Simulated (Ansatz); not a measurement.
# BaZnAsF: the cost of one run

The runs shown are made with Ansatz 0.2.0. PAW datasets, plane waves, zero pressure. (Simulation; spin polarisation is off.)

## Step 1: The cell

Space group P4/nmm (No. 129), tetragonal; conventional cell a = 4.299 Å, c = 9.622 Å, 22.23 Å³ an atom. Around Ba lie 4 F at 2.67 Å; around Zn lie 4 As at 2.63 Å; around As lie 4 Zn at 2.63 Å; around F lie 4 Ba at 2.67 Å and 4 F at 3.04 Å.

As a file:

```
CELL_PARAMETERS angstrom
4.29923 0.00000 0.00000
0.00000 4.29923 0.00000
0.00000 0.00000 9.62169
ATOMIC_POSITIONS crystal
Ba 0.00000 0.50000 0.83549
Ba 0.50000 0.00000 0.16451
Zn 0.50000 0.50000 0.50000
Zn 0.00000 0.00000 0.50000
As 0.00000 0.50000 0.34339
As 0.50000 0.00000 0.65661
F 0.50000 0.50000 0.00000
F 0.00000 0.00000 0.00000
```

## Step 2: Relaxing with PBE

input.yaml

```yaml
crystal:
  lattice:
    - [4.299233, 0.0, 0.0]
    - [0.0, 4.299233, 0.0]
    - [0.0, 0.0, 9.621694]
  atoms:
    - { symbol: Ba, position: [0.0, 0.5, 0.835487] }
    - { symbol: Ba, position: [0.5, 0.0, 0.164513] }
    - { symbol: Zn, position: [0.5, 0.5, 0.5] }
    - { symbol: Zn, position: [0.0, 0.0, 0.5] }
    - { symbol: As, position: [0.0, 0.5, 0.343389] }
    - { symbol: As, position: [0.5, 0.0, 0.656611] }
    - { symbol: F, position: [0.5, 0.5, 0.0] }
    - { symbol: F, position: [0.0, 0.0, 0.0] }
kpoints:
  mp_grid: { grid: [6, 6, 4] }
hamiltonian:
  xc: pbe
scf:
  occupations: { method: fermi_dirac, width: 0.02 }
relax:
  f_tol: 0.005
  cell: {}
```

On the command line:

```console
> ansatz run input.yaml --threads 4 --pin off --max-ram 7372MiB --backend cpu --events-out ev --progress --plain --runs-dir out
```

What time and memory should one allow on 4 threads of Intel Xeon Platinum 8488C (Sapphire Rapids), shared host?

About 31 s, with a peak of 0.77 GiB.
